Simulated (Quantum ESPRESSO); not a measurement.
# ScNb under changes of volume

One of the cells (20.641 Å³/atom); the others are scaled copies at fixed shape and fractional positions:

```xyz
2
Lattice="3.0656 0.0000 0.0000 -1.5328 2.6549 0.0000 0.0000 0.0000 5.0722" Properties=species:S:1:pos:R:3 pbc="T T T"
Nb    0.0000    1.7700    2.5361
Sc    0.0000    0.0000    0.0000
```

The cell comes from a database or a generator and needn't be the stable form of this composition.

* Program: Quantum ESPRESSO 7.5
* Functional: PBE
* Potentials or basis: SSSP 1.3 efficiency PBE
* Cutoff: 816 eV
* Density cutoff: 5987 eV
* k mesh: 10 × 10 × 5
* Occupations: fermi-dirac, width 0.05 eV
* Spin: no spin polarisation

```csv
volume (Å³/atom),energy over the lowest point (meV/atom),pressure (GPa)
19.403,?,?
19.816,11.01,4.3
20.229,2.64,2.0
20.641,0.00,-0.1
21.054,2.62,-2.1
21.467,10.06,-3.8
21.880,21.89,-5.5
```

What does the run at 19.403 Å³/atom give?

Energy over the lowest point 25.60 meV/atom; pressure 6.8 GPa.

Worked out: A Birch-Murnaghan fit of order 3 (a polynomial in V^(-2/3)) to the other rows has its minimum at 20.64 Å³/atom with B0 = V·E''(V) = 102 GPa and B' = 3.4 at fixed shape and positions, which overstates the stiffness. It gives 25.68 meV/atom at 19.403 Å³/atom, against the run's 25.60, and -dE/dV = 7.0 GPa, against 6.8.

Energies are extrapolated to zero smearing.
